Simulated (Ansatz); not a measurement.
# Te2Pb3Se: the cost of one run

Program: Ansatz 0.2.0. Level of theory: DFT PBE, scalar-relativistic, plane waves, PAW. These are calculated values, not measurements.

2 further runs of the same task are left out: 2 that didn't finish.

## 1. The system as given

Symmetry: P-3m1, No. 164, trigonal system. The conventional cell has a = 4.560 Å, b = 4.560 Å, c = 11.172 Å, α = 90.00°, β = 90.00°, γ = 120.00°. Te (site symmetry 3m) has 6 Pb at 3.27 Å as nearest neighbours. Around Pb (site symmetry 3m) lie 3 Se at 3.14 Å and 3 Te at 3.27 Å. Pb (site symmetry -3m) is surrounded by 6 Te at 3.27 Å. Se (site symmetry -3m) is surrounded by 6 Pb at 3.14 Å.

As a file:

```xyz
6
Lattice="4.5603 0.0000 0.0000 -2.2801 3.9493 0.0000 0.0000 0.0000 11.1721" Properties=species:S:1:pos:R:3 pbc="T T T"
Te    0.0000    2.6329    7.5231
Te    2.2801    1.3164    3.6490
Pb    2.2801    1.3164    9.4664
Pb    0.0000    0.0000    5.5860
Pb    0.0000    2.6329    1.7057
Se    0.0000    0.0000    0.0000
```

The cell was relaxed beforehand at this level, from a generated guess; it is a trial structure. At a tolerance of 0.02 Å it has space group P-3m1 (No. 164); it has 33.53 Å³/atom, an uncorrected energy of -0.45 eV/atom over the elements and, on its mesh, gap 0.69 eV.

## 2. Point at V/V0 = 0.97

The input, input.yaml:

```yaml
crystal:
  lattice:
    - [4.5141895487, 0.0, 0.0]
    - [-2.2570947743, 3.9094028266, 0.0]
    - [0.0, 0.0, 11.0592082243]
  atoms:
    - { symbol: Te, position: [0.3333333333, 0.6666666667, 0.6733831135] }
    - { symbol: Te, position: [0.6666666667, 0.3333333333, 0.3266168865] }
    - { symbol: Pb, position: [0.6666666667, 0.3333333333, 0.8473269858] }
    - { symbol: Pb, position: [0.0, 0.0, 0.5] }
    - { symbol: Pb, position: [0.3333333333, 0.6666666667, 0.1526730142] }
    - { symbol: Se, position: [0.0, 0.0, 0.0] }
basis:
  ecutwfc: 420
kpoints:
  mp_grid: { grid: [6, 6, 4] }
hamiltonian:
  xc: pbe
scf:
  occupations: { method: gaussian, width: 0.02 }
output:
  forces: true
  stress: true
  eigenvalues: true
relax:
  adjacent_minimum: "off"
  f_tol: 0.01
  max_steps: 30
  cell: { stress_tol: 0.1, fix: [volume] }
```

Started as:

```
$ ansatz run input.yaml --threads 1 --pin off --max-ram 2560MiB --backend cpu --events-out ev --progress --plain --runs-dir out
```

**Question.** How long does this run take on 1 thread of AMD EPYC 9R45 (Zen 5), shared host, and how much memory does it need?

About 13 s, with a peak of 0.6 GiB.
